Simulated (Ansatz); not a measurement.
## YbAlGa, space group P6_3/mmc: a convergence test of the k-point mesh, step by step

Computed with the Ansatz DFT code, driven from Python.

`ybalga.cif`
```cif
data_YbAlGa
_cell_length_a 4.555930
_cell_length_b 4.555930
_cell_length_c 7.152332
_cell_angle_alpha 90.00000
_cell_angle_beta 90.00000
_cell_angle_gamma 120.00000
_symmetry_space_group_name_H-M 'P 1'
_symmetry_Int_Tables_number 1
loop_
_symmetry_equiv_pos_as_xyz
'x, y, z'
loop_
_atom_site_label
_atom_site_type_symbol
_atom_site_fract_x
_atom_site_fract_y
_atom_site_fract_z
Yb1 Yb    0.000000    0.000000    0.000000
Yb2 Yb    0.000000    0.000000    0.500000
Al3 Al    0.666667    0.333333    0.750000
Al4 Al    0.333333    0.666667    0.250000
Ga5 Ga    0.666667    0.333333    0.250000
Ga6 Ga    0.333333    0.666667    0.750000
```

The cells in order, each with its output:

**Cell 1**
```python
import ansatz as az
from ase.io import read
from tabulate import tabulate
```

**Cell 2**
```python
atoms = read("ybalga.cif")
cell = az.Crystal.from_ase(atoms)
```

**Cell 3**
```python
cell.resolved().tree()["lattice"]
```
Output:
```text
((4.55593, 0.0, 0.0), (-2.277964999999999, 3.945551117863638, 0.0), (0.0, 0.0, 7.152332))
```

**Cell 4**
```python
base = (
    cell.calculation()
    .functional(az.Functional.PBESOL)
    .pseudopotentials("paw")
    .basis(550)
    .occupations("fermi_dirac", width=0.15)
    .scf(tolerance=1e-10)
)
```

**Cell 5**
```python
rows = []
for value in [(2, 2, 1), (3, 3, 2), (4, 4, 2), (5, 5, 3), (6, 6, 3), (7, 7, 4)]:
    summary = base.kpoints(mesh=value).run().report
    rows.append((value, summary["free_energy_ev"] / len(summary["lattice"]["sites"]), summary["n_iterations"], summary["n_kpoints"]))

print(tabulate(rows, headers=["mesh", "F/atom (eV)", "iterations", "k-points"], floatfmt=".4f", tablefmt="grid"))

# differences from the last row
for row in rows[:-1]:
    shift = 1000 * (row[1] - rows[-1][1])
    print(f"{row[0]}: {shift:+.2f} meV/atom" + ("  (within 2 meV)" if abs(shift) < 2 else ""))
```
Output:
```text
DeckWarning: the atoms were moved onto the symmetric positions of the space group found under crystal.symmetry.tolerance 1.0e-5 (fractional; no operation is sought that the atoms, as they stand in a [...]
+-----------+---------------+--------------+------------+
| mesh      |   F/atom (eV) |   iterations |   k-points |
+===========+===============+==============+============+
| (2, 2, 1) |    -5982.0638 |           11 |          2 |
+-----------+---------------+--------------+------------+
| (3, 3, 2) |    -5981.8960 |           12 |          6 |
+-----------+---------------+--------------+------------+
| (4, 4, 2) |    -5981.9317 |           11 |          8 |
+-----------+---------------+--------------+------------+
| (5, 5, 3) |    -5981.9337 |           12 |         10 |
+-----------+---------------+--------------+------------+
| (6, 6, 3) |    -5981.9317 |           12 |         14 |
+-----------+---------------+--------------+------------+
| (7, 7, 4) |    -5981.9334 |           12 |         24 |
+-----------+---------------+--------------+------------+
(2, 2, 1): -130.34 meV/atom
(3, 3, 2): +37.41 meV/atom
(4, 4, 2): +1.75 meV/atom  (within 2 meV)
(5, 5, 3): -0.31 meV/atom  (within 2 meV)
(6, 6, 3): +1.71 meV/atom  (within 2 meV)
```

From 4×4×2 on it stays within 2 meV an atom of the value at 7×7×4; the first row (2×2×1) is off by 130.3 meV and the last but one by 1.71 meV. This holds for F at a smearing of 0.15 eV; a narrower one needs a denser mesh. It goes up and down, since the sum over k-points isn't variational.

What to keep in mind:
- Semilocal functionals put the nearly full 4f shell of Yb too close to the Fermi level.
- The smearing is wide enough that free energy and stress hold a thermal part of the electrons.
- This cell is a computed structure, which may not be the phase found in nature.
- Warnings are shown shortened and without file and line.
- Shifts are counted from the finest mesh, which is itself no proven limit.
- Finished in 51 s on 1 thread of Arm Neoverse V1, on a shared host, peak memory 0.63 GiB.
